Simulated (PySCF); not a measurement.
# [Hf(OH)3(H2O)]+: other functionals and bases at one geometry

An exercise on one series of results from a longer session: the logs are not shown, and one member is left open.

The runs use PySCF 2.14.0; several levels, as the steps say, no spin–orbit coupling.

1 further run of the same task is left out (for a known fault of the program).

## The system as given

10 atoms, charge 1, spin multiplicity 1.

Bond lengths: Hf1–O2 1.896 Å, Hf1–O4 1.893 Å, Hf1–O6 1.893 Å, Hf1–O8 2.219 Å, O2–H3 0.960 Å, O4–H5 0.960 Å, O6–H7 0.961 Å, O8–H9 0.971 Å, O8–H10 0.971 Å. Angles: O2–Hf1–O4 114.1°, O2–Hf1–O6 114.5°, O2–Hf1–O8 101.2°, O4–Hf1–O6 112.4°, O4–Hf1–O8 107.1°, O6–Hf1–O8 106.3°, Hf1–O2–H3 166.4°, Hf1–O4–H5 169.1°, Hf1–O6–H7 168.6°, Hf1–O8–H9 124.7°, Hf1–O8–H10 128.0°, H9–O8–H10 107.3°.

As a file:

| atom | x (Å) | y (Å) | z (Å) |
| --- | --- | --- | --- |
| Hf1 | 0.00198 | -0.10558 | 0.04310 |
| O2 | 1.10526 | 1.10840 | 0.99371 |
| H3 | 1.72416 | 1.53668 | 1.59036 |
| O4 | -1.23040 | -1.04526 | 1.12985 |
| H5 | -1.70847 | -1.61605 | 1.73606 |
| O6 | 0.93413 | -1.24960 | -1.14300 |
| H7 | 1.48736 | -1.89818 | -1.58575 |
| O8 | -1.17391 | 1.28275 | -1.22656 |
| H9 | -1.13528 | 2.25140 | -1.16886 |
| H10 | -1.80400 | 1.05973 | -1.93058 |

Formal oxidation states: Hf +4. An earlier session relaxed this geometry at PBE0, Hf def2-SVP with ECP60, O def2-SVP, H def2-SVP (singlet, point group C1).

At PBE0 on the finer grid: E = -351.353726 Eh, HOMO -13.32 eV, LUMO -5.24 eV, Mulliken charge on Hf1 +1.31 e, largest force component 0.025 eV/Å. 

Levels to run: TPSSh; BLYP; PBE0, TZVP. Hardware: 2 threads of Arm Neoverse V2, shared host.

The first run:

File run.py (the lines that set the calculation):

```python
mol = gto.M(atom='''
Hf     0.00198    -0.10558     0.04310
O      1.10526     1.10840     0.99371
H      1.72416     1.53668     1.59036
O     -1.23040    -1.04526     1.12985
H     -1.70847    -1.61605     1.73606
O      0.93413    -1.24960    -1.14300
H      1.48736    -1.89818    -1.58575
O     -1.17391     1.28275    -1.22656
H     -1.13528     2.25140    -1.16886
H     -1.80400     1.05973    -1.93058''',
    basis={'Hf': 'def2-SVP', 'O': 'def2-SVP', 'H': 'def2-SVP'},
    ecp={'Hf': 'def2-SVP'},
    charge=1, spin=0)
mf = dft.RKS(mol, xc='TPSSH')
mf.grids.atom_grid = (75, 302)
mf = mf.density_fit()  # fitting sets: Hf def2-universal-JKFIT, O def2-universal-JKFIT, H def2-universal-JKFIT
mf.conv_tol = 1e-08; mf.max_cycle = 55
mf.kernel(dm0)  # dm0: the density of the relaxed state
```

Command:

```console
$ OMP_NUM_THREADS=2 python run.py
```

Steps of the session up to this table: TPSSh; BLYP; PBE0, TZVP.

One of the session's tables, all rows but one given; the rest of the session is left out.

| level | HOMO (eV) | gap (eV) | charge on Hf1 (e) | dipole (D) | largest force component (eV/Å) |
| --- | --- | --- | --- | --- | --- |
| PBE0 (relaxed here) | -13.32 | 8.08 | 1.31 | 4.26 | 0.03 |
| TPSSh | -12.36 | 6.83 | 1.28 | 4.22 | 0.24 |
| BLYP | ? | ? | ? | ? | ? |
| PBE0, TZVP | -13.43 | 8.03 | 1.71 | 4.31 | 0.22 |

Q: Estimate the row for BLYP from the others.

The run gave: HOMO (eV): -11.45; gap (eV): 5.33; charge on Hf1 (e): 1.06; dipole (D): 4.13; largest force component (eV/Å): 0.57. In the column «HOMO (eV)» it is the highest.

The dipole of a charged species depends on the origin, so these sizes hold for this origin alone.

In one basis the HOMO–LUMO gap runs from 5.33 eV (BLYP) to 8.08 eV (PBE0). The largest leftover force, 0.57 eV/Å with BLYP, stands at a geometry relaxed at another level. Total energies of different levels can't be compared.
